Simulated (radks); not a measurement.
# The series with 1 electrons, H to Al¹²⁺

An exercise on one series of results from a longer session: the logs are not shown, and one member is left open.

Program: radks (a radial shooting solver on a logarithmic mesh, Libxc functionals) version 1. Level of theory: scalar-relativistic Kohn-Sham, PBE, spin-unpolarised, spherical densities, point nucleus. These are calculated values, not measurements, unless marked.

## Starting point

```
electrons     : 1
ions          : H, He⁺, Li²⁺, Be³⁺, B⁴⁺, C⁵⁺, N⁶⁺, O⁷⁺, F⁸⁺, Ne⁹⁺, Mg¹¹⁺, Al¹²⁺
configuration : NIST ground configuration of each
```

Set-up of the first run:

Settings of this run:

```text
Z 1
configuration 1s1
relativity scalar-relativistic
functional pbe,pbe
spin unpolarised
nucleus point
c 137.035999084
```

Among the steps run: H, 1s1; He⁺, 1s1; Li²⁺, 1s1; Be³⁺, 1s1; B⁴⁺, 1s1; C⁵⁺, 1s1; N⁶⁺, 1s1; O⁷⁺, 1s1; F⁸⁺, 1s1; Ne⁹⁺, 1s1; Mg¹¹⁺, 1s1; Al¹²⁺, 1s1.

One of the session's tables, all rows but one given; the rest of the session is left out.

| ion | E (hartree) | ε(1s) (eV) | <r>(1s) (bohr) |
| --- | --- | --- | --- |
| H | -0.45893 | -6.493 | 1.636 |
| He⁺ | -1.90215 | -39.130 | 0.7841 |
| Li²⁺ | -4.34457 | -98.921 | 0.5151 |
| Be³⁺ | -7.78743 | -185.92 | 0.3834 |
| B⁴⁺ | -12.23145 | -300.16 | 0.3053 |
| C⁵⁺ | -17.67741 | -441.66 | 0.2536 |
| N⁶⁺ | -24.12623 | -610.44 | 0.2169 |
| O⁷⁺ | -31.57894 | -806.53 | 0.1894 |
| F⁸⁺ | -40.03677 | -1030.0 | 0.1681 |
| Ne⁹⁺ | -49.50107 | -1280.8 | 0.1511 |
| Mg¹¹⁺ | ? | ? | ? |
| Al¹²⁺ | -83.94907 | -2197.9 | 0.1158 |

Estimate the missing values for Mg¹¹⁺.

As computed: E (hartree): -71.45544; ε(1s) (eV): -1864.7; <r>(1s) (bohr): 0.1256. In the column «E (hartree)» it lies between Al¹²⁺ (-83.94907) and Ne⁹⁺ (-49.50107).
